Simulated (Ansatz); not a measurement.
# ClH5N3Ta: the cost of one run

Computed with Ansatz 0.2.0, Gaussian basis. Level: the settings change from run to run.

### Step 1. The relaxed structure

An earlier PBE0-D4 in a triple-zeta def2 set relaxation fixed the geometry. Ta takes a core potential in def2 sets; no spin-orbit term is included.

SMILES `[NH]=[Ta]([NH2])([NH2])[Cl]`, 10 atoms, charge 0, spin multiplicity 1.

Atoms are counted from 1 here; the program's logs count them from 0.

Bond lengths: N1–Ta2 1.761 Å, N1–H6 1.006 Å, Ta2–N3 1.978 Å, Ta2–N4 1.978 Å, Ta2–Cl5 2.339 Å, N3–H7 1.008 Å, N3–H8 1.011 Å, N4–H9 1.008 Å, N4–H10 1.011 Å. Angles: Ta2–N1–H6 171.7°, N1–Ta2–N3 105.6°, N1–Ta2–N4 105.6°, N1–Ta2–Cl5 113.8°, N3–Ta2–N4 112.0°, N3–Ta2–Cl5 109.9°, N4–Ta2–Cl5 109.9°, Ta2–N3–H7 125.6°, Ta2–N3–H8 124.2°, H7–N3–H8 110.0°, Ta2–N4–H9 125.6°, Ta2–N4–H10 124.2°, H9–N4–H10 110.0°.

### Step 2. B97M-V/ANO-RCC-VTZP

Set apart from the defaults: unrestricted orbitals, relativity set to scalar.

File in.yaml:

```yaml
crystal:
  periodic: [false, false, false]
  atoms:
    - {symbol: N, position_ang: [-1.305841, 0.311954, -1.263154]}
    - {symbol: Ta, position_ang: [0.192595, 0.284877, -0.337903]}
    - {symbol: N, position_ang: [0.731070, -1.616514, -0.254474]}
    - {symbol: N, position_ang: [-0.271575, 1.003070, 1.445624]}
    - {symbol: Cl, position_ang: [1.911230, 1.557434, -1.285161]}
    - {symbol: H, position_ang: [-2.090701, 0.414661, -1.884221]}
    - {symbol: H, position_ang: [0.234460, -2.385367, -0.676398]}
    - {symbol: H, position_ang: [1.504467, -1.964055, 0.295871]}
    - {symbol: H, position_ang: [-1.184491, 1.321973, 1.729634]}
    - {symbol: H, position_ang: [0.361987, 1.020868, 2.233083]}
basis:
  gaussian: {orbitals: ANO-RCC-VTZP}
magnetization: {spin_polarized: true, initial_magnetization: 0}
hamiltonian: {xc: {name: B97M-V}, pseudopotentials: {relativity: scalar}}
```

On the command line:

```bash
$ ansatz run in.yaml --threads 4 --pin off --events-out ev --progress --plain --max-ram 10444MiB
```

Q: Estimate wall time and peak memory on 4 threads of Intel Xeon Platinum 8488C, shared host.

About 37 s, with a peak of 1.4 GiB.
